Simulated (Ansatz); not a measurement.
**BGe+ (quintet): the correlation ladder, cc-pVTZ**

An exercise on one series of results from a longer session: the logs are not shown, and one member is left open.

The runs use Ansatz 0.2.0, Gaussian basis; cc-pVTZ, core rule «outside noble gas», up to 15 orbitals frozen.

Plan: UHF; CCSD(T) on ROHF; CCSD(T) on UHF; BCCD(T) on ROHF; CISD; CCSDT(Q) on ROHF; CCSDT(Q) on UHF; CASSCF and MRCISD+Q, 6 electrons in 8 orbitals; CASSCF and NEVPT2, 6 electrons in 8 orbitals.

20 further runs of the same task are left out: 5 that didn't finish, 15 set aside as unsound or not needed.

## The geometry

The geometry is a PBE0/def2-TZVP stationary point (not a proven minimum) of the parent state, kept for this charge and spin. No spin-orbit coupling is included. The filled d shell of Ge may be among the frozen orbitals whatever the setting's name suggests; the logs give the count.

2 atoms, charge 1, spin multiplicity 5.

Atoms are counted from 1 here; the program's logs count them from 0.

Bond lengths: Ge1–B2 1.977 Å.

The first run:

in.yaml

```yaml
crystal:
  periodic: [false, false, false]
  atoms:
    - {symbol: Ge, position_ang: [0.000000, 0.000000, 0.000000]}
    - {symbol: B, position_ang: [0.000000, 0.000000, 1.977400]}
basis:
  gaussian: {orbitals: cc-pVTZ}
total_charge: 1
magnetization: {spin_polarized: true, initial_magnetization: 4}
hamiltonian: {xc: hf}
output: {orbitals: {seedname: orbitals}}
```

Launch:

```bash
ansatz run in.yaml --threads 1 --pin off --events-out ev --progress --plain --max-ram 2393MiB
```

Among the steps run: UHF; CCSD(T) on ROHF; CCSD(T) on UHF; BCCD(T) on ROHF; CISD; CCSDT(Q) on ROHF; CCSDT(Q) on UHF; CASSCF and MRCISD+Q, 6 electrons in 8 orbitals; CASSCF and NEVPT2, 6 electrons in 8 orbitals.

One of the session's tables, all rows but one given; the rest of the session is left out.

| method | from UCCSDT(Q) (meV) |
| --- | --- |
| ROHF | +3325.7 |
| UHF | +3269.4 |
| RMP2 | +723.0 |
| UMP2 | +702.1 |
| CISD | +241.7 |
| RCCSD | +255.1 |
| UCCSD | ? |
| RCCSD(T) | +66.8 |
| UCCSD(T) | +46.8 |
| BCCD(T) | +69.0 |
| RCCSDT | +32.7 |
| UCCSDT | +12.9 |
| RCCSDT(Q) | +19.8 |
| UCCSDT(Q) | 0 |
| CASSCF valence | +1692.1 |
| NEVPT2 valence | +408.0 |
| MRCISD valence | +80.6 |
| MRCISD+Q valence | +20.9 |

**Question.** Estimate the row for UCCSD.

**Answer.** from UCCSDT(Q) (meV): +232.0. In the column «from UCCSDT(Q) (meV)» it lies between MRCISD valence (+80.6) and CISD (+241.7).

Caveats from the session: Restricted and unrestricted rows rest on different reference determinants; where their highest levels disagree by more than a few hundredths of an eV, they describe different states and don't form one ladder.
